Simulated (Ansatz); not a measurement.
# H4O3SeTi: small, medium and large basis sets

How large a basis does H4O3SeTi need? Two functionals are run in growing sets.

The runs use Ansatz 0.2.0, Gaussian basis; one geometry, several basis sets.

Plan: PBE0-D4/def2-SVP; ωB97M-V/def2-SVP; PBE0-D4/def2-QZVPP; ωB97M-V/def2-QZVPP; the functionals' def2-TZVPP values are taken from earlier runs.

3 further runs of the same task are left out: 3 that didn't finish.

## (1) The geometry

All runs share one geometry, relaxed beforehand with PBE0-D4 in a triple-zeta def2 set.

9 atoms, charge 0, spin multiplicity 1.

Atoms are counted from 1 here; the program's logs count them from 0.

Bond lengths: O1–Ti2 1.791 Å, O1–H6 0.958 Å, Ti2–O3 1.785 Å, Ti2–O4 1.782 Å, Ti2–Se5 2.451 Å, O3–H7 0.958 Å, O4–H8 0.957 Å, Se5–H9 1.472 Å. Angles: Ti2–O1–H6 130.8°, O1–Ti2–O3 111.5°, O1–Ti2–O4 110.2°, O1–Ti2–Se5 110.6°, O3–Ti2–O4 112.3°, O3–Ti2–Se5 104.2°, O4–Ti2–Se5 107.8°, Ti2–O3–H7 132.5°, Ti2–O4–H8 136.3°, Ti2–Se5–H9 91.1°.

## (2) PBE0-D4 in def2-SVP

Input file in.yaml:

```yaml
crystal:
  periodic: [false, false, false]
  atoms:
    - {symbol: O, position_ang: [-0.225133, 1.196671, -1.418167]}
    - {symbol: Ti, position_ang: [0.259223, 0.038521, -0.141137]}
    - {symbol: O, position_ang: [2.025198, -0.224538, -0.131074]}
    - {symbol: O, position_ang: [-0.650841, -1.483472, -0.311962]}
    - {symbol: Se, position_ang: [-0.223114, 0.952537, 2.081129]}
    - {symbol: H, position_ang: [-0.963933, 1.183777, -2.028505]}
    - {symbol: H, position_ang: [2.562304, -1.005249, 0.011544]}
    - {symbol: H, position_ang: [-1.128332, -2.073079, 0.271527]}
    - {symbol: H, position_ang: [-1.566970, 1.368631, 1.649546]}
basis:
  gaussian: {orbitals: def2-SVP}
hamiltonian: {xc: pbe0, dispersion: d4}
output: {orbitals: {seedname: orbitals}}
```

Launch:

```
$ ansatz run in.yaml --threads 2 --pin off --events-out ev --progress --plain --max-ram 32768MiB --backend cpu
```

The runs that follow: ωB97M-V in def2-SVP; PBE0-D4 in def2-QZVPP; ωB97M-V in def2-QZVPP.

**Question.** What will the summary of the whole plan be? Wanted: PBE0-D4: double and triple zeta above quadruple; ωB97M-V: double and triple zeta above quadruple.

The runs gave:

```
                                       quantity           value
PBE0-D4: double and triple zeta above quadruple  21.09, 2.16 eV
ωB97M-V: double and triple zeta above quadruple  21.13, 2.07 eV
```

For PBE0-D4 the step from double to triple zeta gains 18.93 eV and the next only 2.16 eV. Total energies overstate the basis error of differences, where much of it tends to cancel.
